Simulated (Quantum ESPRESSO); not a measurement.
HfIn4SiO6:

```xyz
12
Lattice="5.6987 0.0038 0.0156 -0.7051 6.1082 -0.0057 -2.7372 -1.3956 6.6308" Properties=species:S:1:pos:R:3 pbc="T T T"
Hf    0.2972   -0.0900    0.8831
In   -0.4860    5.0863    4.8335
In    2.9601   -0.6377    3.2997
In   -0.4663    2.2403    3.5350
In    2.4974    2.6606    1.3677
Si    2.2933    1.4988    5.6832
O     0.7088    1.2617    5.2639
O     3.2588    1.4387    4.3619
O     5.4139    1.6003    0.0368
O     2.4594    2.8937    6.5395
O    -0.6297   -0.1526    2.6118
O     2.1007    0.3624    1.4524
```

The cell was built by a generator and needn't be a form met in nature.

Base run:

* Program: Quantum ESPRESSO 7.5
* Functional: PBE
* Potentials or basis: SSSP 1.3 efficiency PBE
* Cutoff: 816 eV
* Density cutoff: 5987 eV
* k mesh: 5 × 5 × 4
* Occupations: fermi-dirac, width 0.05 eV
* Spin: no spin polarisation

Its results: band gap on the k mesh 0.88 eV, indirect (least direct gap 1.16 eV); pressure -0.3 GPa; largest force 0.148 eV/Å.

Task: The run is repeated on the same cell with these changes: potentials or basis from SSSP 1.3 efficiency PBE to PseudoDojo 0.4.1 SR PBE standard; cutoff from 816 eV to 1143 eV; density cutoff from 5987 eV to 4572 eV; k mesh from 5 × 5 × 4 to 3 × 3 × 2. What comes out?

Result: Band gap on the k mesh 0.99 eV, indirect (least direct gap 1.15 eV); pressure -0.3 GPa; largest force 0.198 eV/Å.

Caveats: some runs use coarse meshes; spin-orbit coupling is left out, which moves the levels of the heavy elements; an odd mesh through Γ misses points on the zone boundary, where band edges often lie (some runs).

Not every run made on this cell is shown here.
